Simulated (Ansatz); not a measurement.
# Al2GaP3: the cost of one run

Program: Ansatz 0.2.0. Level of theory: DFT PBE, scalar-relativistic, plane waves, PAW. These are calculated values, not measurements.

## Step 1: The system as given

Symmetry: P6/mmm, No. 191, hexagonal system. Conventional cell: a = 5.300 Å, b = 5.300 Å, c = 4.240 Å, α = 90.00°, β = 90.00°, γ = 120.00°. Al (site symmetry -6m2) has 6 P at 2.61 Å in its first shell of neighbours. Around Ga (site symmetry 6/mmm) lie 6 Al at 3.06 Å and 12 P at 3.39 Å. Around P (site symmetry mmm) lie 4 Al at 2.61 Å and 4 P at 2.65 Å and 4 Ga at 3.39 Å.

Structure file:

```cif
data_structure
_symmetry_space_group_name_H-M 'P 1'
_symmetry_Int_Tables_number 1
_cell_length_a 5.3005
_cell_length_b 5.3005
_cell_length_c 4.2403
_cell_angle_alpha 90.000
_cell_angle_beta 90.000
_cell_angle_gamma 120.000
_cell_volume 103.17
loop_
_atom_site_label
_atom_site_type_symbol
_atom_site_fract_x
_atom_site_fract_y
_atom_site_fract_z
_atom_site_occupancy
Al1 Al 0.33333 0.66667 0.00000 1
Al2 Al 0.66667 0.33333 0.00000 1
Ga1 Ga 0.00000 0.00000 0.00000 1
P1 P 0.50000 0.00000 0.50000 1
P2 P 0.50000 0.50000 0.50000 1
P3 P 0.00000 0.50000 0.50000 1
```

The cell was relaxed beforehand at this level, from a database cell with other species swapped in; it is a trial structure. At a tolerance of 0.05 Å it has space group P6/mmm (No. 191); it has 17.20 Å³/atom, an uncorrected energy of +0.25 eV/atom over the elements.

## Step 2: Static run: bands, density of states and charges

Contents of input.yaml:

```yaml
crystal:
  lattice:
    - [5.3004863156, -2.8e-09, 0.0]
    - [-2.6502431554, 4.5903558031, 0.0]
    - [0.0, 0.0, 4.240276167]
  atoms:
    - { symbol: Al, position: [0.3333333333, 0.6666666667, 0.0] }
    - { symbol: Al, position: [0.6666666667, 0.3333333333, 0.0] }
    - { symbol: Ga, position: [0.0, 0.0, 0.0] }
    - { symbol: P, position: [0.5, 0.0, 0.5] }
    - { symbol: P, position: [0.5, 0.5, 0.5] }
    - { symbol: P, position: [0.0, 0.5, 0.5] }
basis:
  ecutwfc: 420
kpoints:
  mp_grid: { grid: [12, 12, 10] }
  band_path:
    path:
      - [[0.0, 0.0, 0.0], [0.5, 0.0, 0.0], [0.33333333, 0.33333333, 0.0], [0.0, 0.0, 0.0], [0.0, 0.0, 0.5], [0.5, 0.0, 0.5], [0.33333333, 0.33333333, 0.5], [0.0, 0.0, 0.5]]
      - [[0.5, 0.0, 0.5], [0.5, 0.0, 0.0]]
      - [[0.33333333, 0.33333333, 0.5], [0.33333333, 0.33333333, 0.0]]
    npoints: 14
hamiltonian:
  xc: pbe
scf:
  occupations: { method: gaussian, width: 0.1 }
  n_extra_bands: 15
output:
  forces: true
  stress: true
  eigenvalues: true
  populations: true
  dos: { projected: true, de: 0.02, nscf_kmesh: { grid: [15, 15, 12] } }
  bader: true
  write_density: true
  write_potential: true
  elf: true
  volumetric_format: npy
```

Started as:

```bash
$ ansatz run input.yaml --threads 1 --pin off --max-ram 2560MiB --backend cpu --events-out ev --progress --plain --runs-dir out
```

Q: Estimate wall time and peak memory on 1 thread of Intel Xeon at 2.50GHz (Skylake/Cascade Lake), shared host.

About 3.2 min, with a peak of 0.68 GiB.
